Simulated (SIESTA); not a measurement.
BiTe:

```
Bi Te
1.0
     2.42271    1.39875    3.31729
    -2.42271    1.39875    3.31729
     0.00000   -2.79750    3.31729
Bi Te
1 1
Direct
  0.50000 0.50000 0.50000
  0.00000 0.00000 0.00000
```

The cell comes from a database or a generator and needn't be the stable form of this composition.

* Program: SIESTA 5.4.2
* Task: single point
* Functional: PBE
* Potentials or basis: PseudoDojo 0.4 standard (PBE files)
* Basis: DZP (energy shift 0.003 Ry; two zetas on semicore shells)
* Grid cutoff: 500 Ry
* Energy shift: 0.003 Ry
* k mesh: 7 × 7 × 7
* Occupations: fermi-dirac, width 0.05 eV
* Spin: no spin polarisation

On this cell: pressure 1.0 GPa; largest force under 0.003 eV/Å; band gap on the k mesh none (metal or under the smearing width).

The same run follows on a disturbed copy (atoms moved at random, drawn with an rms of 0.05 Å):

```
CELL_PARAMETERS angstrom
2.42271 1.39875 3.31729
-2.42271 1.39875 3.31729
0.00000 -2.79750 3.31729
ATOMIC_POSITIONS crystal
Bi 0.50449 0.49986 0.49761
Te 0.99451 0.00737 0.00473
```

Q: What does the disturbed cell give?

A: The energy (extrapolated to zero smearing) moves by +1.5 meV/atom; pressure 1.0 GPa; largest force 0.128 eV/Å; band gap on the k mesh none (metal or under the smearing width).

Forces on the atoms (eV/Å):
```
Bi  -0.110 -0.061  0.021
Te   0.110  0.061 -0.021
```

Stress tensor (GPa, compression positive):
```
 1.28  0.02 -0.03
 0.02  1.26 -0.01
-0.03 -0.01  0.58
```

Caveats: spin-orbit coupling is left out, which moves the levels of the heavy elements; the basis of atomic orbitals isn't converged, which shifts pressures, moduli and gaps.
